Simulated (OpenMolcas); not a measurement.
**V⁴⁺ among point charges: CASSCF and CASPT2 levels and susceptibility**

How does a field of 6 point charges split the states of V⁴⁺, and what χT follows?

The numbers are computed with OpenMolcas 26.06 (state-averaged CASSCF and CASPT2, spin-orbit coupling by RASSI with atomic mean-field integrals), except any that are marked as measured or tabulated.

### 1 The atom as given

| Item | Value |
| --- | --- |
| Species | V⁴⁺ (vanadium, Z = 23, 19 electrons) |
| Basis | ANO-RCC-VDZP [5s4p2d1f], 34 functions |
| Scalar Hamiltonian | DKH2, point nucleus |
| Inactive shells | 1s 2s 2p 3s 3p |
| Active space | 1 electron in 5 orbitals (3d) |
| Some configurations of this space | 3d |
| Orbitals | optimised for each spin and parity, averaged over all roots |

The outer shells:

3d
```
3d [↑ ][  ][  ][  ][  ]
```

The ion sits among 6 point charges of -2 e arranged as a trigonal antiprism (D3d), 1.94 Å from the ion, with a polar angle of 46.0° against the regular 54.74°.

The work runs as a chain of OpenMolcas steps in one folder; each step below is one input file. Labels, J, g values, rates, χT and fits are worked out afterwards by a script from the matrices that RASSI stores. The input lists half of the charges; inversion (Group=XYZ) makes the rest.

### 2 Basis and integrals

a.inp

```
&GATEWAY
Coord
1

V 0.0 0.0 0.0
Basis=ANO-RCC-VDZP
Group=XYZ
NoMove
AngMom=0.0 0.0 0.0
AMFI
XField
3 Angstrom 0
0.000000 1.395000 1.348175 -2.000000
1.208105 -0.697500 1.348175 -2.000000
1.208105 0.697500 -1.348175 -2.000000
&SEWARD
```

### 3 Reference wave functions, doublets of even parity, 5 roots

a.inp

```
&RASSCF
FileOrb=start.orb
Symmetry=1
Spin=2
nActEl=1 0 0
Inactive=3 6
Ras2=5 0
CIRoot=5 5 1
SDav=5
CIMx=300
Iter=120 100
PrWF=0.3
OrbListing=Nothing
MaxOrb=0
>>> COPY $Project.JobIph JOB001
```

start.orb holds the contracted functions of the basis, ordered by shell, or the orbitals of the step before.

### 4 RASSI: spin-orbit coupling between the states

a.inp

```
&RASSI
NrOfJobIphs=1 5
1 2 3 4 5
IphNames
JOB001
EJob
SpinOrbit
DIPRint=1.0
SOCoupling=1000.0
Subsets=2
Property=9
'ANGMOM' 1 'ANGMOM' 2 'ANGMOM' 3 'MLTPL  1' 1 'MLTPL  1' 2 'MLTPL  1' 3
'AMFI' 1 'AMFI' 2 'AMFI' 3
SOProperty=3
'ANGMOM' 1 'ANGMOM' 2 'ANGMOM' 3
```

### 5 CASPT2: IPEA 0.25, imaginary shift 0.1 (closed shells correlated: 3s 3p)

a.inp

```
>>> COPY JOB001 $Project.JobIph
&CASPT2
Multistate=5 1 2 3 4 5
NoMult
Frozen=2 3
IPEA=0.25
Imaginary=0.1
MaxIter=60
WThr=0.0 0.3 0.05
PrWF=0.5
NoMix
```

(Steps that only read results are left out.)

**Question.** What will these runs give? Wanted: spin-free ground state; first state of the same spin within the active space; lowest level; next level.

The runs gave:

```
                                            quantity                                                                        value
                                              method  SS-CASPT2, IPEA 0.25, imaginary shift 0.1 (closed shells correlated: 3s 3p)
                              spin-free ground state                                               2E, 2-fold in its orbital part
first state of the same spin within the active space                                                             2A1 at 7400 cm⁻¹
                                        lowest level                                            2-fold E3/2, g = 0.00, 0.00, 1.77
                                          next level                                                                   445.5 cm⁻¹
                                         χT at 300 K                                                               0.39 cm³ K/mol
                           effective moment at 300 K                                                                      1.76 μB
```

Cost by method:

```tsv
method	time of its own steps	time with the reference
A. CASSCF	1.6 s	1.6 s
B. SS-CASPT2, IPEA 0.25, imaginary shift 0.1, +3s 3p	0.52 s	2.1 s
```

Times are of one thread on a shared host.

**Reading.** The spin-free ground state (2E) comes to 100 % from free-ion D terms and keeps the highest spin of the shell. χT at 300 K is 0.39, against 0.38 cm³ K/mol for the spin alone; near agreement at one temperature doesn't show that the orbital moment is quenched. CASPT2 does not keep the components of a term degenerate, and the means are used. The field of point charges can differ much from that of real complexes. This is an electrostatic model: the charges have no orbitals.
